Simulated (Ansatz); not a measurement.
# HoSi2O: the cost of one run

Method: DFT PBE, scalar-relativistic, plane waves, PAW; 4f electrons in the core of a trivalent norm-conserving potential, in Ansatz 0.2.0.

## (1) The starting structure

The structure is tetragonal, space group P4mm (No. 99). Conventional cell: a = 4.085 Å, b = 4.085 Å, c = 4.112 Å, α = 90.00°, β = 90.00°, γ = 90.00°. Ho (site symmetry 4mm) is surrounded by 2 O at 1.90 to 2.22 Å and 4 Si at 2.31 Å. Si (site symmetry 2mm) is surrounded by 2 O at 2.20 Å and 2 Ho at 2.31 Å. O (site symmetry 4mm) has 2 Ho at 1.90 to 2.22 Å and 4 Si at 2.20 Å in its first shell of neighbours.

As a file:

```xyz
4
Lattice="4.0853 0.0000 0.0000 0.0000 4.0853 0.0000 0.0000 0.0000 4.1118" Properties=species:S:1:pos:R:3 pbc="T T T"
Ho    0.0000    0.0000    3.5002
Si    2.0427    0.0000    2.4281
Si    0.0000    2.0427    2.4281
O     0.0000    0.0000    1.6043
```

A structure generator made this guess: random cell by space group and Wyckoff sites (P4mm, No. 99). The dimensions are guesses.

## (2) Probe: one point on a coarse mesh

Contents of input.yaml:

```yaml
crystal:
  lattice:
    - [4.08532107, 0.0, 0.0]
    - [0.0, 4.08532107, 0.0]
    - [0.0, 0.0, 4.1117805]
  atoms:
    - { symbol: Ho, position: [0.0, 0.0, 0.85127213] }
    - { symbol: Si, position: [0.5, 0.0, 0.59053245] }
    - { symbol: Si, position: [0.0, 0.5, 0.59053245] }
    - { symbol: O, position: [0.0, 0.0, 0.39017727] }
basis:
  ecutwfc: 690
kpoints:
  mp_grid: { grid: [4, 4, 4] }
hamiltonian:
  xc: pbe
  pseudopotentials:
    kind: paw
    azcp: { Ho: "pseudopotentials/pbe/nc/lanthanide_3plus/Ho.nc.azcp" }
scf:
  occupations: { method: gaussian, width: 0.1 }
  lower_state_search: "off"
output:
  forces: true
  stress: true
  eigenvalues: true
```

Launch:

```sh
ansatz run input.yaml --threads 1 --pin off --max-ram 2560MiB --backend cpu --events-out ev --progress --plain --runs-dir out
```

What time and memory should one allow on 1 thread of Arm Neoverse V2, shared host?

About 4.1 s, with a peak of 0.29 GiB.
